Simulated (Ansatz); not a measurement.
# YMnC4N4: the cost of one run

Method: DFT PBE, scalar-relativistic, plane waves, PAW, in Ansatz 0.2.0.

1 further run of the same task is left out (it didn't finish). Runs told in other sessions of the task aren't counted.

## (1) The starting structure

The structure is cubic, space group P-43m (No. 215). Conventional cell: a = 6.141 Å, b = 6.141 Å, c = 6.141 Å, α = 90.00°, β = 90.00°, γ = 90.00°. Y (site symmetry -43m) is surrounded by 4 N at 2.21 Å. Mn (site symmetry -43m) is surrounded by 4 C at 1.94 Å. C (site symmetry 3m) is surrounded by 1 N at 1.17 Å and 1 Mn at 1.94 Å. N (site symmetry 3m) is surrounded by 1 C at 1.17 Å.

As a file:

```cif
data_structure
_symmetry_space_group_name_H-M 'P 1'
_symmetry_Int_Tables_number 1
_cell_length_a 6.1407
_cell_length_b 6.1407
_cell_length_c 6.1407
_cell_angle_alpha 90.000
_cell_angle_beta 90.000
_cell_angle_gamma 90.000
_cell_volume 231.55
loop_
_atom_site_label
_atom_site_type_symbol
_atom_site_fract_x
_atom_site_fract_y
_atom_site_fract_z
_atom_site_occupancy
Y1 Y 0.50000 0.50000 0.50000 1
Mn1 Mn 0.00000 0.00000 0.00000 1
C1 C 0.18221 0.18221 0.18221 1
C2 C 0.18221 0.81779 0.81779 1
C3 C 0.81779 0.18221 0.81779 1
C4 C 0.81779 0.81779 0.18221 1
N1 N 0.29222 0.29222 0.29222 1
N2 N 0.29222 0.70778 0.70778 1
N3 N 0.70778 0.29222 0.70778 1
N4 N 0.70778 0.70778 0.29222 1
```

Recipe of the guess: two interpenetrating cyanide-bridged diamond nets (P-43m, No. 215). Its size is a rough estimate.

## (2) The guess as it stands, on a coarse mesh

Input file input.yaml:

```yaml
crystal:
  lattice:
    - [6.14069746, 0.0, 0.0]
    - [0.0, 6.14069746, 0.0]
    - [0.0, 0.0, 6.14069746]
  atoms:
    - { symbol: "Y", position: [0.5, 0.5, 0.5] }
    - { symbol: Mn, position: [0.0, 0.0, 0.0], spin: 4.0 }
    - { symbol: C, position: [0.18221136, 0.18221136, 0.18221136] }
    - { symbol: C, position: [0.18221136, 0.81778864, 0.81778864] }
    - { symbol: C, position: [0.81778864, 0.18221136, 0.81778864] }
    - { symbol: C, position: [0.81778864, 0.81778864, 0.18221136] }
    - { symbol: "N", position: [0.29221512, 0.29221512, 0.29221512] }
    - { symbol: "N", position: [0.29221512, 0.70778488, 0.70778488] }
    - { symbol: "N", position: [0.70778488, 0.29221512, 0.70778488] }
    - { symbol: "N", position: [0.70778488, 0.70778488, 0.29221512] }
basis:
  ecutwfc: 420
kpoints:
  mp_grid: { grid: [4, 4, 4] }
hamiltonian:
  xc: pbe
scf:
  occupations: { method: gaussian, width: 0.1 }
  lower_state_search: "off"
output:
  forces: true
  stress: true
  eigenvalues: true
  populations: true
magnetization:
  spin_polarized: true
```

Run with:

```bash
$ ansatz run input.yaml --threads 1 --pin off --max-ram 2560MiB --backend cpu --events-out ev --progress --plain --runs-dir out
```

Q: Estimate wall time and peak memory on 1 thread of Intel Xeon Platinum 8488C (Sapphire Rapids), shared host.

About 18 s, with a peak of 0.59 GiB.
